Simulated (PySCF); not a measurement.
# How the numerical set-up moves the result for RbB⁻

Which parts of the numerical set-up matter for RbB⁻? Each run edits the base script.

Method: method and basis as typed in the scripts; program: PySCF 2.14.0.

4 further runs of the same task are left out: 3 for a known fault of the program, 1 that didn't finish.

## (1) Starting geometry

RbB⁻: 2 atoms, charge -1, spin multiplicity 2.

Bond lengths: Rb1–B2 2.975 Å.

## (2) The run that the others are compared with

input.py reads:

```python
from pyscf import gto, scf

mol = gto.M(
    atom='Rb 0 0 0; B 0 0 2.975',
    basis='sto-3g',
    charge=-1,
    spin=1,
    symmetry=True,
    verbose=4,
)
mf = scf.UHF(mol)
mf.kernel()
mf.dip_moment()
print('orbital energies (hartree):', [e[max(0, n-3):n+3].round(4) for e, n in zip(mf.mo_energy, mol.nelec)])
```

On the command line:

```console
$ OMP_NUM_THREADS=1 python input.py
```

The log of this run is left out.

It gives: E(SCF) = -2931.480020 Eh, 12 cycles, ⟨S²⟩ = 1.759.

⟨S²⟩ = 1.76 against 0.75 for a pure state: the determinant is spin-contaminated. No relativity is included for the heavy element. The bond length is a typed value, not an optimised one. The dipole of an ion depends on the origin.

## (3) Spin-free X2C on

Variant 1 changes spin-free X2C: off → on.

input.py reads:

```python
from pyscf import gto, scf

mol = gto.M(
    atom='Rb 0 0 0; B 0 0 2.975',
    basis='sto-3g',
    charge=-1,
    spin=1,
    symmetry=True,
    verbose=4,
)
mf = scf.UHF(mol)
mf = mf.sfx2c1e()
mf.kernel()
mf.dip_moment()
print('orbital energies (hartree):', [e[max(0, n-3):n+3].round(4) for e, n in zip(mf.mo_energy, mol.nelec)])
```

On the command line:

```console
$ OMP_NUM_THREADS=1 python input.py
```

## (4) Cc-pvdz-dk (X2C on)

Variant 2 changes basis set: sto-3g → cc-pvdz-dk; spin-free X2C: off → on.

input.py: that of step 2 with these lines changed.

```diff
@@ -4,3 +4,3 @@
     atom='Rb 0 0 0; B 0 0 2.975',
-    basis='sto-3g',
+    basis='cc-pvdz-dk',
     charge=-1,
@@ -11,2 +11,3 @@
 mf = scf.UHF(mol)
+mf = mf.sfx2c1e()
 mf.kernel()
```

## (5) Cartesian functions on

Variant 3 changes Cartesian functions: off → on.

input.py: that of step 2 with these lines changed.

```diff
@@ -8,2 +8,3 @@
     symmetry=True,
+    cart=True,
     verbose=4,
```

## (6) Ano-rcc-vdzp (X2C on)

Variant 4 changes basis set: sto-3g → ano-rcc-vdzp; spin-free X2C: off → on.

input.py: that of step 2 with these lines changed.

```diff
@@ -4,3 +4,3 @@
     atom='Rb 0 0 0; B 0 0 2.975',
-    basis='sto-3g',
+    basis='ano-rcc-vdzp',
     charge=-1,
@@ -11,2 +11,3 @@
 mf = scf.UHF(mol)
+mf = mf.sfx2c1e()
 mf.kernel()
```

Before running it: what results should come out? Wanted: for each run, E(SCF); from base; gap, α spin.

As calculated:

```csv
run,E(SCF) (hartree),from base (eV),cycles,"gap, α spin (eV)",functions
base,-2931.480020,0,12,7.02,27
spin-free X2C on,-2962.231030,-836.7776,12,6.56,27
cc-pvdz-dk (X2C on),-3003.627465,not comparable,16,5.49,50
Cartesian functions on,-2932.701713,-33.2439,12,8.16,28
ano-rcc-vdzp (X2C on),-3003.618498,not comparable,15,5.92,45
```

What this shows: The highest filled level of this anion is positive: the basis lacks diffuse functions or the electron is not bound, so these numbers hang on the basis. The largest comparable shift of the SCF energy, -836.778 eV, comes with the run “spin-free X2C on”. Scalar relativity lowers the total energy by 836.78 eV, nearly all of it in the inner shells; a basis contracted without relativity catches only part of it. The dearest run is “ano-rcc-vdzp (X2C on)”, at 3.6 s against 0.79 s.
